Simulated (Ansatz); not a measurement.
# AlAsH (quartet): wave-function methods side by side, cc-pVTZ

Aim: climb from Hartree-Fock through coupled cluster for AlAsH (quartet) at one geometry and basis, and see what each rung misses.

Method: cc-pVTZ, core rule «outside noble gas», up to 19 orbitals frozen; program: Ansatz 0.2.0, Gaussian basis.

The runs, in order: UHF; CCSD(T) on ROHF; CCSD(T) on UHF; BCCD(T) on ROHF; CCSDT(Q) on ROHF; CCSDT(Q) on UHF.

14 further runs of the same task are left out: 9 for a known fault of the program, 5 set aside as unsound or not needed.

### 1 The system

The geometry is a PBE0/def2-TZVP stationary point (not a proven minimum). No spin-orbit coupling is included. The filled d shell of As may be among the frozen orbitals whatever the setting's name suggests; the logs give the count.

3 atoms, charge 0, spin multiplicity 4.

Atoms are counted from 1 here; the program's logs count them from 0.

Bond lengths: Al1–As2 2.506 Å, As2–H3 1.536 Å. Angles: Al1–As2–H3 97.9°.

Coordinates:

```xyz
3

Al    0.0000    0.0294    1.8508
As    0.0000   -0.0306   -0.6544
H     0.0000    1.4853   -0.9022
```

### 2 UHF

File in.yaml:

```yaml
crystal:
  periodic: [false, false, false]
  atoms:
    - {symbol: Al, position_ang: [0.000000, 0.029431, 1.850804]}
    - {symbol: As, position_ang: [0.000000, -0.030581, -0.654394]}
    - {symbol: H, position_ang: [0.000000, 1.485283, -0.902155]}
basis:
  gaussian: {orbitals: cc-pVTZ}
magnetization: {spin_polarized: true, initial_magnetization: 3}
hamiltonian: {xc: hf}
output: {orbitals: {seedname: orbitals}}
```

Launch:

```bash
> ansatz run in.yaml --threads 1 --pin off --events-out ev --progress --plain --max-ram 4096MiB --backend cpu
```

Further steps of the session: CCSD(T) on ROHF; CCSD(T) on UHF; BCCD(T) on ROHF; CCSDT(Q) on ROHF; CCSDT(Q) on UHF.

Q: Predict the results of all the runs planned. Wanted: UCCSDT(Q) from the RHF energy; RMP2 from UCCSDT(Q); UMP2 from UCCSDT(Q); RCCSD from UCCSDT(Q); RCCSD(T) from UCCSDT(Q); UCCSD(T) from UCCSDT(Q); RCCSDT(Q) from UCCSDT(Q); T1 diagnostic.

**Answer**, as computed:

| quantity | value |
| --- | --- |
| UCCSDT(Q) from the ROHF energy | -5.3150 eV |
| RMP2 from UCCSDT(Q) | +1109.4 meV |
| UMP2 from UCCSDT(Q) | +1116.3 meV |
| RCCSD from UCCSDT(Q) | +302.3 meV |
| RCCSD(T) from UCCSDT(Q) | +60.5 meV |
| UCCSD(T) from UCCSDT(Q) | +55.6 meV |
| RCCSDT(Q) from UCCSDT(Q) | +6.8 meV |
| levels within 1 kcal/mol (43 meV) | RCCSDT, UCCSDT, RCCSDT(Q) |
| T1 diagnostic | 0.046 |

RCCSD(T) lands +60.5 meV from the yardstick (1.1 % of the correlation energy). These misses are within one basis, not against nature; the frozen cores of restricted and unrestricted runs differ, which can shift their rows.
